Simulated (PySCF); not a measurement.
# [Re3]+: other functionals and bases at one geometry

How far do other levels of theory move the description of [Re3]+, and what does each cost? The species was built from a template and needn't be a known compound.

The runs use PySCF 2.14.0; several levels, as the steps say, no spin–orbit coupling.

1 further run of the same task is left out (for a known fault of the program).

## (1) Starting geometry

3 atoms, charge 1, spin multiplicity 3.

Bond lengths: Re1–Re2 2.293 Å, Re1–Re3 2.285 Å, Re2–Re3 2.292 Å. Angles: Re2–Re1–Re3 60.1°, Re1–Re2–Re3 59.8°, Re1–Re3–Re2 60.1°.

Geometry (Å):

```
Re    1.3207    0.0019    0.0000
Re   -0.6663    1.1453    0.0000
Re   -0.6544   -1.1471    0.0000
```

An earlier session relaxed this geometry at PBE, Re def2-SVP with ECP60 (triplet, point group D3h).

At PBE on the finer grid: E = -234.610300 Eh, HOMO -9.07 eV, LUMO -8.66 eV (over both spins), ⟨S²⟩ = 2.888, Mulliken charge on Re1 +0.35 e, largest force component 0.033 eV/Å. The state is spin-contaminated.

Levels to run: M06-L; revPBE; HF; r2SCAN; PBE, TZVP. Hardware: 2 threads of Intel Xeon at 2.80GHz (Skylake/Cascade Lake), shared host.

## (2) M06-L

run.py (the lines that set the calculation)

```python
mol = gto.M(atom='''
Re     1.32071     0.00186     0.00000
Re    -0.66634     1.14527     0.00000
Re    -0.65437    -1.14713     0.00000''',
    basis={'Re': 'def2-SVP'},
    ecp={'Re': 'def2-SVP'},
    charge=1, spin=2)
mf = dft.UKS(mol, xc='M06L')
mf.grids.atom_grid = (75, 302)
mf = mf.density_fit()  # fitting sets: Re def2-universal-JKFIT
mf.conv_tol = 1e-08; mf.max_cycle = 55
mf.kernel(dm0)  # dm0: the density of the relaxed state
```

Launch:

```sh
$ OMP_NUM_THREADS=2 python run.py
```

## (3) revPBE

Edit run.py (the lines that set the calculation) of step 2 so:

```diff
@@ -7,3 +7,3 @@
     charge=1, spin=2)
-mf = dft.UKS(mol, xc='M06L')
+mf = dft.UKS(mol, xc='PBE_R,PBE')
 mf.grids.atom_grid = (75, 302)
```

## (4) HF

Edit run.py (the lines that set the calculation) of step 3 so:

```diff
@@ -7,4 +7,3 @@
     charge=1, spin=2)
-mf = dft.UKS(mol, xc='PBE_R,PBE')
-mf.grids.atom_grid = (75, 302)
+mf = scf.UHF(mol)
 mf = mf.density_fit()  # fitting sets: Re def2-universal-JKFIT
```

## (5) r2SCAN

Edit run.py (the lines that set the calculation) of step 4 so:

```diff
@@ -7,3 +7,4 @@
     charge=1, spin=2)
-mf = scf.UHF(mol)
+mf = dft.UKS(mol, xc='R2SCAN')
+mf.grids.atom_grid = (75, 302)
 mf = mf.density_fit()  # fitting sets: Re def2-universal-JKFIT
```

## (6) PBE, TZVP

Basis: Re def2-TZVP with ECP60. 

run.py (the lines that set the calculation)

```python
mol = gto.M(atom='''
Re     1.32071     0.00186     0.00000
Re    -0.66634     1.14527     0.00000
Re    -0.65437    -1.14713     0.00000''',
    basis={'Re': 'def2-TZVP'},
    ecp={'Re': 'def2-TZVP'},
    charge=1, spin=2)
mf = dft.UKS(mol, xc='PBE')
mf.grids.atom_grid = (75, 302)
mf = mf.density_fit()  # fitting sets: Re def2-universal-JKFIT
mf.conv_tol = 1e-08; mf.max_cycle = 55
mf.kernel(dm0)  # dm0: free metal ions and neutral atoms
```

Before running it: what results should come out? Wanted: for each run, HOMO; gap; charge on Re1; dipole; largest force.

As calculated:

| level | state | HOMO (eV) | gap (eV) | charge on Re1 (e) | dipole (D) | largest force (eV/Å) | basis functions | time |
| --- | --- | --- | --- | --- | --- | --- | --- | --- |
| PBE (relaxed here) | triplet | -9.07 | 0.41 | 0.35 | 0.15 | 0.03 | 96 | 31 s |
| M06-L | triplet | -8.74 | 0.38 | 0.38 | 0.13 | 0.66 | 96 | 13 s |
| revPBE | triplet | -8.98 | 0.41 | 0.35 | 0.16 | 0.21 | 96 | 8.6 s |
| HF | triplet | -9.87 | 5.27 | 0.41 | 0.79 | 9.50 | 96 | 21 s |
| r2SCAN | triplet | -9.20 | 0.67 | 0.37 | 0.25 | 0.46 | 96 | 13 s |
| PBE, TZVP | triplet | -9.02 | 0.35 | 0.33 | 0.11 | 0.64 | 120 | 21 s |

Times are on 2 threads of Intel Xeon at 2.80GHz (Skylake/Cascade Lake), shared host; the first row also made further properties. The dipole of a charged species depends on the origin, so these sizes hold for this origin alone.

In one basis the HOMO–LUMO gap runs from 0.38 eV (M06-L) to 5.27 eV (HF). The largest leftover force, 9.50 eV/Å with HF, stands at a geometry relaxed at another level. The Mulliken charge on Re spans +0.33 to +0.41 e over the levels. Total energies of different levels can't be compared. Spin–orbit coupling is left out throughout.
